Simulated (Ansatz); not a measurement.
# C2H7FSi: how energies converge with the basis set

An exercise on one series of results from a longer session: the logs are not shown, and one member is left open.

Program: Ansatz 0.2.0, Gaussian basis. Level of theory: one geometry, several basis sets. These are calculated values, not measurements.

Plan: PBE0-D4/def2-SVP; ωB97M-V/def2-SVP; PBE0-D4/def2-QZVPP; ωB97M-V/def2-QZVPP; the functionals' def2-TZVPP values are taken from earlier runs.

## The relaxed structure

An earlier PBE0-D4 in a triple-zeta def2 set relaxation fixed the geometry.

11 atoms, charge 0, spin multiplicity 1.

Atoms are counted from 1 here; the program's logs count them from 0.

Bond lengths: C1–C2 1.510 Å, C1–H5 1.092 Å, C1–H6 1.093 Å, C1–H7 1.093 Å, C2–F3 1.402 Å, C2–Si4 1.902 Å, C2–H8 1.097 Å, Si4–H9 1.488 Å, Si4–H10 1.486 Å, Si4–H11 1.484 Å. Angles: C2–C1–H5 111.2°, C2–C1–H6 110.5°, C2–C1–H7 110.1°, H5–C1–H6 108.4°, H5–C1–H7 108.3°, H6–C1–H7 108.2°, C1–C2–F3 108.9°, C1–C2–Si4 114.3°, C1–C2–H8 109.8°, F3–C2–Si4 107.7°, F3–C2–H8 106.4°, Si4–C2–H8 109.4°, C2–Si4–H9 108.7°, C2–Si4–H10 109.3°, C2–Si4–H11 110.1°, H9–Si4–H10 109.3°, H9–Si4–H11 109.4°, H10–Si4–H11 110.0°.

Coordinates:

```
C    -0.7931    1.1689    0.0509
C    -0.5556   -0.3082    0.2519
F    -1.4478   -1.0270   -0.5565
Si    1.2063   -0.8818   -0.1771
H    -0.5783    1.4670   -0.9777
H    -1.8320    1.4238    0.2745
H    -0.1483    1.7478    0.7174
H    -0.7869   -0.5838    1.2884
H     2.1660   -0.1936    0.7287
H     1.5124   -0.5197   -1.5852
H     1.3227   -2.3504    0.0054
```

Set-up of the first run:

Input file in.yaml:

```yaml
crystal:
  periodic: [false, false, false]
  atoms:
    - {symbol: C, position_ang: [-0.793105, 1.168938, 0.050921]}
    - {symbol: C, position_ang: [-0.555564, -0.308173, 0.251931]}
    - {symbol: F, position_ang: [-1.447763, -1.027027, -0.556506]}
    - {symbol: Si, position_ang: [1.206266, -0.881792, -0.177101]}
    - {symbol: H, position_ang: [-0.578286, 1.467046, -0.977730]}
    - {symbol: H, position_ang: [-1.831984, 1.423788, 0.274479]}
    - {symbol: H, position_ang: [-0.148329, 1.747768, 0.717396]}
    - {symbol: H, position_ang: [-0.786940, -0.583773, 1.288360]}
    - {symbol: H, position_ang: [2.166024, -0.193642, 0.728650]}
    - {symbol: H, position_ang: [1.512430, -0.519708, -1.585186]}
    - {symbol: H, position_ang: [1.322650, -2.350426, 0.005387]}
basis:
  gaussian: {orbitals: def2-SVP}
hamiltonian: {xc: pbe0, dispersion: d4}
output: {orbitals: {seedname: orbitals}}
```

On the command line:

```console
$ ansatz run in.yaml --threads 2 --pin off --events-out ev --progress --plain --max-ram 4352MiB
```

Steps of the session up to this table: PBE0-D4 in def2-SVP; ωB97M-V in def2-SVP; PBE0-D4 in def2-QZVPP; ωB97M-V in def2-QZVPP.

One table of the session follows, with a row left open; its other results are not shown here.

It belongs to the step «Functionals by basis». 

| functional | basis | HOMO (eV) | LUMO (eV) |
| --- | --- | --- | --- |
| PBE0-D4 | def2-SVP | ? | ? |
| PBE0-D4 | def2-TZVPP | -8.34 | 0.55 |
| PBE0-D4 | def2-QZVPP | -8.37 | 0.33 |
| ωB97M-V | def2-SVP | -10.52 | 2.84 |
| ωB97M-V | def2-TZVPP | -10.63 | 2.10 |
| ωB97M-V | def2-QZVPP | -10.65 | 1.65 |

**Question.** Estimate the row for PBE0-D4, def2-SVP.

As computed: HOMO (eV): -8.26; LUMO (eV): 1.02. In the column «HOMO (eV)» it is the highest.
